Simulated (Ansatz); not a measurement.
# BCl2H4OP: the cost of one run

Method: RKS BHLYP-D4/def2-SVP, in Ansatz 0.2.0.

## (1) The structure to begin with

Bond lengths: B1–O2 1.760 Å, O2–H3 1.010 Å, B1–Cl4 1.860 Å, B1–Cl5 1.860 Å, B1–P6 2.210 Å, P6–H7 1.420 Å, P6–H8 1.420 Å, O2–H9 1.122 Å, P6–H9 1.396 Å. Angles (14 of 16 angles, heavy atoms first): O2–B1–Cl4 120.0°, O2–B1–Cl5 120.0°, O2–B1–P6 71.6°, Cl4–B1–Cl5 120.0°, Cl4–B1–P6 88.5°, Cl5–B1–P6 110.0°, B1–O2–H3 109.5°, B1–O2–H9 86.6°, B1–P6–H7 109.5°, B1–P6–H8 109.5°, B1–P6–H9 63.9°, O2–H9–P6 137.8°, H3–O2–H9 119.5°, H7–P6–H8 109.4°.

Coordinates:

```xyz
9

B     0.0000    0.0000    0.0000
O     0.0000    0.0000    1.7600
H    -0.9095   -0.2814    2.0971
Cl    1.6108    0.0000   -0.9300
Cl   -1.6108    0.0000   -0.9300
P     0.4713    2.0436    0.6969
H     1.5351    1.9906    1.6360
H     0.8576    2.8446   -0.4102
H     0.2517    1.0913    1.6935
```

## (2) A restrained relaxation towards end A

Springs on the bonds that form and break draw the guess towards this end; the thresholds are loose.

Contents of input.yaml:

```yaml
crystal:
  periodic: [false, false, false]
  atoms:
    - { symbol: B, position_ang: [0.0, 0.0, 0.0] }
    - { symbol: O, position_ang: [0.0, 0.0, 1.76] }
    - { symbol: H, position_ang: [-0.9095, -0.2814, 2.0971] }
    - { symbol: Cl, position_ang: [1.6108, 0.0, -0.93] }
    - { symbol: Cl, position_ang: [-1.6108, 0.0, -0.93] }
    - { symbol: P, position_ang: [0.4713, 2.0436, 0.6969] }
    - { symbol: H, position_ang: [1.5351, 1.9906, 1.636] }
    - { symbol: H, position_ang: [0.8576, 2.8446, -0.4102] }
    - { symbol: H, position_ang: [0.2517, 1.0913, 1.6935] }
basis:
  gaussian: { orbitals: def2-SVP }
hamiltonian:
  xc: { name: BHLYP }
  dispersion: d4
relax:
  f_tol: 0.15
  max_steps: 25
  restrain:
    - { distance: [0, 5], at: 3.11, k: 30.0 }
    - { distance: [8, 1], at: 2.21, k: 30.0 }
    - { distance: [0, 1], at: 1.41, k: 30.0 }
    - { distance: [8, 5], at: 1.42, k: 30.0 }
```

On the command line:

```console
$ ansatz run input.yaml --threads 2 --pin off --max-ram 3072MiB --backend cpu --events-out ev --progress --plain --runs-dir out
```

What time and memory should one allow on 2 threads of Arm Neoverse V2, shared host?

About 29 s, with a peak of 0.23 GiB.
